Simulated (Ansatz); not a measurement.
## InCo2N2 in Ansatz: convergence with k mesh

The system is InCo2N2.

```
In Co N
1.0
     2.72596   -1.58055    0.00000
     2.72596    1.58055    0.00000
    -1.95227    0.00000    7.54468
In Co N
1 2 2
Direct
  0.52558 0.49588 0.50449
  0.63935 0.61444 0.88634
  0.36538 0.37466 0.11054
  0.71783 0.71824 0.15769
  0.26944 0.26099 0.84057
```

The cell comes from a database or a generator and needn't be the stable form of this composition.

The cell isn't the ideal one: atoms moved at random, drawn with an rms of 0.05 Å.

```yaml
Program: Ansatz 0.2.0
Task: convergence study
Functional: PBE
Potentials_or_basis: Ansatz NC with PseudoDojo standard (PBE files)
Cutoff: "1306 eV (not typed: the program's choice for these potentials)"
k_mesh: 3 × 3 × 1
Occupations: methfessel-paxton, width 0.1 eV
Spin: collinear spin, ferromagnetic start
Starting_moments: "[0.0, 2.0, 2.0, 0.0, 0.0] μB"
```

These are the settings of the first run; the series varies k mesh, with any setting tied to it.

Hardware: 2 threads of Intel(R) Xeon(R) 6975P-C (Granite Rapids) (shared host).

**Question.** The values tried are 3 × 3 × 1, 4 × 4 × 2, 5 × 5 × 2, 6 × 6 × 2, 7 × 7 × 3, 9 × 9 × 3, 11 × 11 × 4, 13 × 13 × 5, loosest first. From which on does the pressure stay within 0.1 GPa of the tightest run that finished?

**Answer.** From 9 × 9 × 3 on.

```csv
k mesh,"energy less the tightest run, at zero smearing (meV/atom)",pressure (GPa),largest force (eV/Å),absolute moment (μB),SCF cycles,CPU time (s),peak memory (GiB)
3 × 3 × 1,157.40,2.11,0.866,2.67,20,7.9,0.52
4 × 4 × 2,-29.89,-1.64,1.008,0.60,19,23,0.67
5 × 5 × 2,-7.75,-2.14,0.952,0.25,23,41,0.73
6 × 6 × 2,5.19,-1.87,0.652,0.62,22,57,0.86
7 × 7 × 3,-1.01,-1.59,0.887,0.92,19,100,1.2
9 × 9 × 3,0.43,-1.76,0.761,0.41,20,170,1.7
11 × 11 × 4,-0.51,-1.74,0.827,0.29,24,380,2.9
13 × 13 × 5,0.00,-1.74,0.838,0.46,20,540,4.7
```

Against the tightest run, the energy stays within 1 meV/atom from 9 × 9 × 3 on. Not settled before the last step: the largest force (to 0.005 eV/Å), the absolute moment (to 0.02 μB). Meshes of other sizes hit other points, so gaps and Fermi surfaces needn't settle smoothly. The tightest run that finished is the yardstick and may itself not be fully converged.
